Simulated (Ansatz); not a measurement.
# Co (hcp type): the cost of one run

Method: DFT LDA, with the methods named in each step, in Ansatz 0.2.0.

## Step 1: The structure to begin with

Symmetry: P6_3/mmc, No. 194, hexagonal system. Conventional cell: a = 2.425 Å, b = 2.425 Å, c = 3.929 Å, α = 90.00°, β = 90.00°, γ = 120.00°. Around Co (site symmetry -6m2) lie 12 Co at 2.41 to 2.43 Å.

Structure file:

```cif
data_structure
_symmetry_space_group_name_H-M 'P6_3/mmc'
_symmetry_Int_Tables_number 194
_cell_length_a 2.4254
_cell_length_b 2.4254
_cell_length_c 3.9292
_cell_angle_alpha 90.000
_cell_angle_beta 90.000
_cell_angle_gamma 120.000
_cell_volume 20.02
loop_
_atom_site_label
_atom_site_type_symbol
_atom_site_symmetry_multiplicity
_atom_site_Wyckoff_symbol
_atom_site_fract_x
_atom_site_fract_y
_atom_site_fract_z
_atom_site_occupancy
Co1 Co 2 c 0.33333 0.66667 0.25000 1
```

The file gives the conventional cell by its symmetry; the runs use the cell typed in the input.

Whether this phase is the stable one at these pressures isn't tested.

Atoms are numbered in the order of the input: Co1, Co2.

## Step 2: Cell relaxed at zero pressure, PAW

The input, input.yaml:

```yaml
crystal:
  lattice:
    - [2.4254463887, 0.0, 0.0]
    - [-1.2127231943, 2.1004981881, 0.0]
    - [0.0, 0.0, 3.9292231497]
  atoms:
    - { symbol: Co, position: [0.3333333333, 0.6666666667, 0.25], spin: 1.7 }
    - { symbol: Co, position: [0.6666666667, 0.3333333333, 0.75], spin: 1.7 }
magnetization:
  spin_polarized: true
kpoints:
  mp_grid: { grid: [18, 18, 10] }
scf:
  occupations: { method: fermi_dirac, width: 0.1 }
hamiltonian:
  xc: lda
  pseudopotentials: { kind: paw }
output:
  forces: true
  stress: true
  write_density: true
  write_potential: true
  elf: true
  volumetric_format: npy
relax:
  f_tol: 0.005
  max_steps: 40
  cell: {}
```

Launch:

```
$ ansatz run input.yaml --threads 1 --pin off --max-ram 3072MiB --backend cpu --events-out ev --progress --plain --runs-dir out
```

Q: Estimate wall time and peak memory on 1 thread of Arm Neoverse V2, shared host.

About 47 s, with a peak of 0.43 GiB.
